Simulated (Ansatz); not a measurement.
**C2H6Ga radical: up Jacob's ladder to CCSD(T)**

Aim: compute C2H6Ga radical with functionals from several rungs and with coupled cluster, and see how far each lands from CCSD(T) at the basis-set limit for the atomisation energy.

Program: Ansatz 0.2.0, Gaussian basis. Level of theory: functionals in def2-TZVPP, the program's frozen cores in correlated methods. These are calculated values, not measurements.

Plan: LDA (SPW92), PBE-D4, revPBE-D4, BLYP-D4, r2SCAN-D4, B97M-V, PBE0-D4, B3LYP-D4, r2SCANh-D4, r2SCAN0-D4, HSE06-D4, BHLYP-D4, CAM-B3LYP-D4, LC-ωPBE, ωB97X-V, ωB97M-V, B2PLYP, PBE-QIDH; CCSD(T)/def2-SVP; CCSD(T)/def2-TZVPP; MP2/def2-QZVPP; extrapolation to the limit; RPA on PBE.

### Step 1. Structure used throughout

The geometry comes from an earlier relaxation with PBE0-D4 in a triple-zeta def2 set; it is a stationary point, not always the lowest conformer.

SMILES `[CH3][Ga][CH3]`, 9 atoms, charge 0, spin multiplicity 2.

Atoms are counted from 1 here; the program's logs count them from 0.

Bond lengths: C1–Ga2 1.998 Å, C1–H4 1.095 Å, C1–H5 1.089 Å, C1–H6 1.095 Å, Ga2–C3 1.998 Å, C3–H7 1.094 Å, C3–H8 1.089 Å, C3–H9 1.095 Å. Angles: Ga2–C1–H4 108.8°, Ga2–C1–H5 113.2°, Ga2–C1–H6 108.7°, H4–C1–H5 109.1°, H4–C1–H6 107.9°, H5–C1–H6 109.0°, C1–Ga2–C3 118.0°, Ga2–C3–H7 109.0°, Ga2–C3–H8 113.2°, Ga2–C3–H9 108.6°, H7–C3–H8 109.2°, H7–C3–H9 107.9°, H8–C3–H9 108.9°.

### Step 2. LDA

This LDA is Slater exchange with PW92 correlation.

Input file in.yaml:

```yaml
crystal:
  periodic: [false, false, false]
  atoms:
    - {symbol: C, position_ang: [-0.788115, 1.168834, -0.960843]}
    - {symbol: Ga, position_ang: [0.921573, 0.259054, -0.470737]}
    - {symbol: C, position_ang: [0.859088, -1.167050, 0.926882]}
    - {symbol: H, position_ang: [-1.511231, 0.412868, -1.282879]}
    - {symbol: H, position_ang: [-0.669704, 1.908717, -1.751084]}
    - {symbol: H, position_ang: [-1.190969, 1.661004, -0.069822]}
    - {symbol: H, position_ang: [0.112838, -1.914398, 0.639701]}
    - {symbol: H, position_ang: [1.818153, -1.659508, 1.080685]}
    - {symbol: H, position_ang: [0.536868, -0.715820, 1.870896]}
basis:
  gaussian: {orbitals: def2-TZVPP}
magnetization: {spin_polarized: true, initial_magnetization: 1}
hamiltonian: {xc: lda}
output: {orbitals: {seedname: orbitals}}
```

Launch:

```sh
> ansatz run in.yaml --threads 4 --pin off --events-out ev --progress --plain --max-ram 10444MiB
```

The runs that follow: PBE-D4 (GGA); revPBE-D4 (GGA); BLYP-D4 (GGA); r2SCAN-D4 (meta-GGA); B97M-V (meta-GGA); PBE0-D4 (hybrid); B3LYP-D4 (hybrid); r2SCANh-D4 (hybrid); r2SCAN0-D4 (hybrid); HSE06-D4 (hybrid); BHLYP-D4 (hybrid); CAM-B3LYP-D4 (range-separated); LC-ωPBE (range-separated); ωB97X-V (range-separated); ωB97M-V (range-separated); B2PLYP (double hybrid); PBE-QIDH (double hybrid); CCSD(T) in def2-SVP; CCSD(T) in def2-TZVPP; MP2 in def2-QZVPP; RPA on PBE orbitals.

Before running them: what should the planned runs give, taken together? Wanted: atomisation energy, CCSD(T)/CBS; farthest beyond LDA; mean size of error, GGA; mean size of error, meta-GGA; mean size of error, hybrid; mean size of error, range-separated; mean size of error, double hybrid; gap, smallest and largest; T1 diagnostic.

The runs gave:

| quantity | value |
| --- | --- |
| atomisation energy, CCSD(T)/CBS | 31.189 eV |
| functionals within 0.312 eV (1.0 %) | revPBE-D4, BLYP-D4, r2SCAN-D4, B97M-V, PBE0-D4, B3LYP-D4, r2SCANh-D4, r2SCAN0-D4, HSE06-D4, CAM-B3LYP-D4, LC-ωPBE, ωB97X-V, ωB97M-V, B2PLYP, PBE-QIDH |
| farthest beyond LDA | BHLYP-D4 (-0.607 eV) |
| mean size of error, GGA | 0.304 eV |
| mean size of error, meta-GGA | 0.115 eV |
| mean size of error, hybrid | 0.169 eV |
| mean size of error, range-separated | 0.033 eV |
| mean size of error, double hybrid | 0.148 eV |
| gap, smallest and largest | 0.89 eV (LDA (SPW92)), 7.86 eV (LC-ωPBE) |
| T1 diagnostic | 0.0128 |
| triples share of the correlation energy | 3.8 % |

**Reading.** The LDA atomisation energy is off by 3.902 eV (13 %): it overbinds. PBE-D4 misses by +0.357 eV. Double hybrids carry the basis error of their MP2 part in triple zeta, and no dispersion term here, so their miss is partly the set-up's. The rungs range-separated, meta-GGA, double hybrid, hybrid, GGA miss on average by less than the doubt on the reference (0.312 eV), so they tie. Misses under about 0.312 eV are within the doubt on the reference itself, which lacks core-valence correlation, relativity and higher excitations, and its outer-core shells are covered unevenly. Hartree-Fock recovers 76 % of the binding; the rest is correlation. CCSD(T) in def2-SVP is off by -1.371 eV, so the small basis spoils what the method gains. The gap grows from 0.9 to 7.9 eV across the functionals, mostly with the share of exact exchange. Correlated methods include outer-core shells of Ga, which these sets cover unevenly.
